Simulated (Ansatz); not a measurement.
# BeSe (quintet): the correlation ladder, aug-cc-pVDZ

The task here is to estimate one member of a computed series from the others.

The runs use Ansatz 0.2.0, Gaussian basis; aug-cc-pVDZ, core rule «outside noble gas», up to 15 orbitals frozen.

To be run: UHF; CCSD(T) on ROHF; CCSD(T) on UHF; BCCD(T) on ROHF; CISD; CCSDT(Q) on ROHF; CCSDT(Q) on UHF.

31 further runs of the same task are left out: 10 for a known fault of the program, 1 for a mislabelled method, 10 that didn't finish, 10 set aside as unsound or not needed.

## What is computed

The geometry is a PBE0/def2-TZVPD stationary point (not a proven minimum) of the parent state, kept for this charge and spin. No spin-orbit coupling is included. The filled d shell of Se may be among the frozen orbitals whatever the setting's name suggests; the logs give the count.

2 atoms, charge 0, spin multiplicity 5.

Atoms are counted from 1 here; the program's logs count them from 0.

Bond lengths: Se1–Be2 2.171 Å.

As a file:

| atom | x (Å) | y (Å) | z (Å) |
| --- | --- | --- | --- |
| Se1 | 0.0000 | 0.0000 | 0.0000 |
| Be2 | 0.0000 | 0.0000 | 2.1708 |

The first run:

The input, in.yaml:

```yaml
crystal:
  periodic: [false, false, false]
  atoms:
    - {symbol: Se, position_ang: [0.000000, 0.000000, 0.000000]}
    - {symbol: Be, position_ang: [0.000000, 0.000000, 2.170800]}
basis:
  gaussian: {orbitals: aug-cc-pVDZ}
magnetization: {spin_polarized: true, initial_magnetization: 4}
hamiltonian: {xc: hf}
output: {orbitals: {seedname: orbitals}}
```

The run is started by

```
$ ansatz run in.yaml --threads 1 --pin off --events-out ev --progress --plain --max-ram 2393MiB
```

Steps of the session up to this table: UHF; CCSD(T) on ROHF; CCSD(T) on UHF; BCCD(T) on ROHF; CISD; CCSDT(Q) on ROHF; CCSDT(Q) on UHF.

One of the session's tables, all rows but one given; the rest of the session is left out.

```
   method  from UCCSDT(Q) (meV)
     ROHF               +3208.7
      UHF               +3079.9
     RMP2                     ?
     UMP2                +677.8
     CISD                +205.0
    RCCSD                +106.4
    UCCSD                 +95.6
 RCCSD(T)                 +31.2
 UCCSD(T)                 +22.6
  BCCD(T)                 +31.3
   RCCSDT                 +12.7
   UCCSDT                  +4.1
RCCSDT(Q)                  +8.5
UCCSDT(Q)                     0
```

**Question.** Estimate the row for RMP2.

The run gave: from UCCSDT(Q) (meV): +660.8. In the column «from UCCSDT(Q) (meV)» it lies between CISD (+205.0) and UMP2 (+677.8).

Limits of these values: Restricted and unrestricted rows rest on different reference determinants; where their highest levels disagree by more than a few hundredths of an eV, they describe different states and don't form one ladder.
